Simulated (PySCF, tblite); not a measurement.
**C6H8FNSi: geometry, infrared bands and NMR shifts**

Aim: predict the infrared bands and NMR shifts of C6H8FNSi (`FC[SiH2]c1ccccn1`).

Computed with tblite 0.8.0 and PySCF 2.14.0, with density-fitted response routines of our own, on a single molecule in the gas phase. Atoms are numbered from 0 throughout.

### Step 1. The starting structure

17 atoms, charge 0, multiplicity 1; geometry from: force field or distance geometry start.

Bonds of the start (Å): F0–C1 1.38, C1–Si2 1.85, Si2–C3 1.88, C3–C4 1.40, C4–C5 1.40, C5–C6 1.39, C6–C7 1.39, C7–N8 1.35, N8–C3 1.35, C1–H9 1.08, C1–H10 1.10, Si2–H11 1.49, Si2–H12 1.49, C4–H13 1.09, C5–H14 1.08, C6–H15 1.08, C7–H16 1.09.

### Step 2. Optimising the geometry with GFN2-xTB

What the job is given:

```
{"job": {"kind": "relax", "xc": "GFN2-xTB", "basis": "xTB"}, "charge": 0, "multiplicity": 1}
F      3.975400     1.007100     0.575800
C      2.621100     1.182900     0.372000
Si     1.816700    -0.474300     0.264300
C     -0.037300    -0.292700    -0.015900
C     -0.875400    -1.410600    -0.122900
C     -2.242500    -1.202000    -0.331200
C     -2.728200     0.099400    -0.402600
C     -1.826300     1.146800    -0.263000
N     -0.499500     0.971700    -0.073000
H      2.496500     1.765400    -0.527200
H      2.242400     1.763000     1.220900
H      2.372900    -1.275300    -0.860000
H      2.028100    -1.273200     1.507700
H     -0.482800    -2.423300    -0.077600
H     -2.914100    -2.039500    -0.425400
H     -3.787500     0.289100    -0.540000
H     -2.166300     2.177600    -0.311800
```

On the command line:

```sh
$ OMP_NUM_THREADS=1 python probes_run.py task.json out
```

The driver reads the jobs from task.json and runs them one after another.

**Question.** This job is followed by: GFN2-xTB harmonic vibrations, gas phase; GIAO PBE0/pcSseg-1 NMR shielding, non-relativistic, gas phase. What will the session give for the following? strongest single infrared mode (GFN2-xTB); zero-point energy (GFN2-xTB); 13C shifts against TMS (PBE0/pcSseg-1); 1H shifts against TMS (PBE0/pcSseg-1, means over atoms taken as alike); 19F shifts against CFCl3 (PBE0/pcSseg-1); 29Si shifts against TMS (PBE0/pcSseg-1); 15N shifts against NH3 (PBE0/pcSseg-1).

The runs gave:

```
                                                              quantity                                        value
                             strongest single infrared mode (GFN2-xTB)                        2224 cm⁻¹, 419 km/mol
                                          zero-point energy (GFN2-xTB)                                75.8 kcal/mol
                                13C shifts against TMS (PBE0/pcSseg-1)  167.2, 155.4, 139.9, 137.3, 128.7, 78.2 ppm
1H shifts against TMS (PBE0/pcSseg-1, means over atoms taken as alike)       8.93, 7.89, 7.74, 7.38, 5.60, 4.96 ppm
                              19F shifts against CFCl3 (PBE0/pcSseg-1)                                   -310.8 ppm
                               29Si shifts against TMS (PBE0/pcSseg-1)                                    -54.0 ppm
                                15N shifts against NH3 (PBE0/pcSseg-1)                                    375.1 ppm
```

What this shows: Over 44 steps the energy fell by 0.126 eV; of the close pairs, C1–Si2 changed most, 1.845 to 1.911 Å. All 45 modes are real, so the xTB geometry is a minimum. The strongest single mode, at 2224 cm⁻¹, moves mainly H11 and H12. Unscaled tight-binding wavenumbers are off by several per cent, some by more. Its intensities can rank the bands wrongly. At PBE0/pcSseg-1: The largest span, 739 ppm, is at N8, where the paramagnetic term is -440 ppm. NICS(1)zz of -28 ppm above the planar ring from C3 marks a diatropic (aromatic) ring current.
